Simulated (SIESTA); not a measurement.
Crystal: Hf3Si2.

```
Hf Si
1.0
     6.98985    0.00000    0.00000
     0.00000    6.98985    0.00000
     0.00000    0.00000    3.66328
Hf Si
6 4
Cartesian
  0.0000 0.0000 0.0000
  3.4949 3.4949 0.0000
  1.2108 4.7058 1.8316
  2.2841 1.2108 1.8316
  5.7790 2.2841 1.8316
  4.7058 5.7790 1.8316
  2.6310 6.1259 0.0000
  0.8640 2.6310 0.0000
  6.1259 4.3589 0.0000
  4.3589 0.8640 0.0000
```

The cell comes from a database or a generator and needn't be the stable form of this composition.

```yaml
Program: SIESTA 5.4.2
Task: single point
Functional: PBEsol
Potentials_or_basis: PseudoDojo 0.4 standard (PBEsol files)
Basis: DZP (energy shift 0.003 Ry; two zetas on semicore shells)
Grid_cutoff: 800 Ry
Energy_shift: 0.003 Ry
k_mesh: 4 × 4 × 7
Occupations: fermi-dirac, width 0.05 eV
Spin: no spin polarisation
```

On this cell: pressure -2.0 GPa; largest force 0.103 eV/Å; band gap on the k mesh none (metal or under the smearing width).

The same run follows on a disturbed copy (atoms moved at random, drawn with an rms of 0.05 Å):

```
CELL_PARAMETERS angstrom
6.98985 0.00000 0.00000
0.00000 6.98985 0.00000
0.00000 0.00000 3.66328
ATOMIC_POSITIONS crystal
Hf 0.99903 0.99682 0.00510
Hf 0.49803 0.51104 0.99358
Hf 0.17084 0.67127 0.49442
Hf 0.33358 0.17222 0.50062
Hf 0.82694 0.32533 0.49949
Hf 0.67327 0.83080 0.51456
Si 0.38146 0.87764 0.99868
Si 0.12750 0.37381 0.99805
Si 0.87709 0.62978 0.99199
Si 0.62637 0.11763 0.00856
```

Problem. What does the disturbed cell give?

Solution. The energy (extrapolated to zero smearing) moves by +15.0 meV/atom; pressure -1.6 GPa; largest force 1.110 eV/Å; band gap on the k mesh none (metal or under the smearing width).

Forces in eV/Å, atoms in the order of the input:
```
Hf   0.362  0.465 -0.057
Hf   0.317 -1.048  0.184
Hf   0.270  0.244  0.165
Hf  -0.396  0.231 -0.002
Hf  -0.006  0.198  0.094
Hf   0.149 -0.326 -0.783
Si  -0.658 -0.094  0.124
Si  -0.188  0.068  0.013
Si  -0.010 -0.617  0.410
Si   0.161  0.878 -0.147
```

Stress tensor (GPa, compression positive):
```
-1.36  0.11  0.05
 0.11 -1.15  0.12
 0.05  0.12 -2.32
```

Caveats: short orbitals over semicore shells can move pressures by several GPa; the basis of atomic orbitals isn't converged, which shifts pressures, moduli and gaps.
